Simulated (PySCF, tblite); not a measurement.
**C4H8BNO: geometry, infrared bands and NMR shifts**

What infrared bands and NMR shifts should C4H8BNO (`CB1CNC(=O)C1`) show?

The runs use tblite 0.8.0 and PySCF 2.14.0, with density-fitted response routines of our own; the level of theory stands in each step. All values are computed, except where a source is named. Atoms are numbered from 0 throughout.

**1. Starting geometry**

15 atoms, charge 0, multiplicity 1; geometry from: force field or distance geometry start.

Bonds of the start (Å): C0–B1 1.62, B1–C2 1.61, C2–N3 1.47, N3–C4 1.42, C4–O5 1.27, C4–C6 1.49, C6–B1 1.61, C0–H7 1.10, C0–H8 1.13, C0–H9 1.10, C2–H10 1.11, C2–H11 1.09, N3–H12 1.08, C6–H13 1.11, C6–H14 1.09.

**2. Optimising the geometry with GFN2-xTB**

Job settings and geometry (Å):

```
{"job": {"kind": "relax", "xc": "GFN2-xTB", "basis": "xTB"}, "charge": 0, "multiplicity": 1}
C      1.870500    -0.057600     0.240700
B      0.561100    -0.353100    -0.671300
C     -0.564700    -1.325400    -0.055400
N     -1.131100    -0.328300     0.866500
C     -1.244800     0.909600     0.180000
O     -2.024000     1.846600     0.546600
C     -0.345900     0.926300    -1.014400
H      2.581400    -0.898300     0.205000
H      1.488000     0.099200     1.291900
H      2.341900     0.899500    -0.039900
H     -1.287900    -1.529900    -0.871600
H     -0.152300    -2.201300     0.438800
H     -1.404600    -0.507800     1.892100
H     -0.933000     0.684300    -1.929000
H      0.240900     1.844200    -1.101800
```

Command:

```console
OMP_NUM_THREADS=1 python probes_run.py task.json out
```

The driver reads the jobs from task.json and runs them one after another.

**Question.** This job is followed by: GFN2-xTB harmonic vibrations, gas phase; GIAO PBE0/pcSseg-1 NMR shielding, non-relativistic, gas phase. Predict these results of the whole session: strongest single infrared mode (GFN2-xTB); zero-point energy (GFN2-xTB); 13C shifts against TMS (PBE0/pcSseg-1); 1H shifts against TMS (PBE0/pcSseg-1, means over atoms taken as alike); 11B shifts against BF3·OEt2 (PBE0/pcSseg-1); 15N shifts against NH3 (PBE0/pcSseg-1); 17O shifts against H2O (PBE0/pcSseg-1); surface potential, 1st and 99th percentile.

**Answer**, as computed:

| quantity | value |
| --- | --- |
| strongest single infrared mode (GFN2-xTB) | 1775 cm⁻¹, 688 km/mol |
| zero-point energy (GFN2-xTB) | 74.3 kcal/mol |
| 13C shifts against TMS (PBE0/pcSseg-1) | 178.2, 47.4, 35.9, 9.3 ppm |
| 1H shifts against TMS (PBE0/pcSseg-1, means over atoms taken as alike) | 4.27, 3.46, 2.08, 1.13 ppm |
| 11B shifts against BF3·OEt2 (PBE0/pcSseg-1) | 93.4 ppm |
| 15N shifts against NH3 (PBE0/pcSseg-1) | 129.1 ppm |
| 17O shifts against H2O (PBE0/pcSseg-1) | 405.8 ppm |
| surface potential, 1st and 99th percentile | -2.26 V and 1.64 V |

The optimisation took 83 steps and gained 1.562 eV; among the close pairs (by a distance rule), N3–C4 changed most, from 1.420 to 1.350 Å. All 39 modes are real, so the xTB geometry is a minimum. The strongest single mode, at 1775 cm⁻¹, moves mainly C4. Unscaled tight-binding wavenumbers are off by several per cent, some by more. Its intensities can rank the bands wrongly. At PBE0/pcSseg-1: The widest tensor belongs to O5: span 663 ppm, with a paramagnetic part of -465 ppm. By nearest atom (PBE0/pcSseg-1), the HOMO sits on O5 70 %; C6 10 % and the LUMO on B1 58 %; H8, H13, H14 about 6 % each.
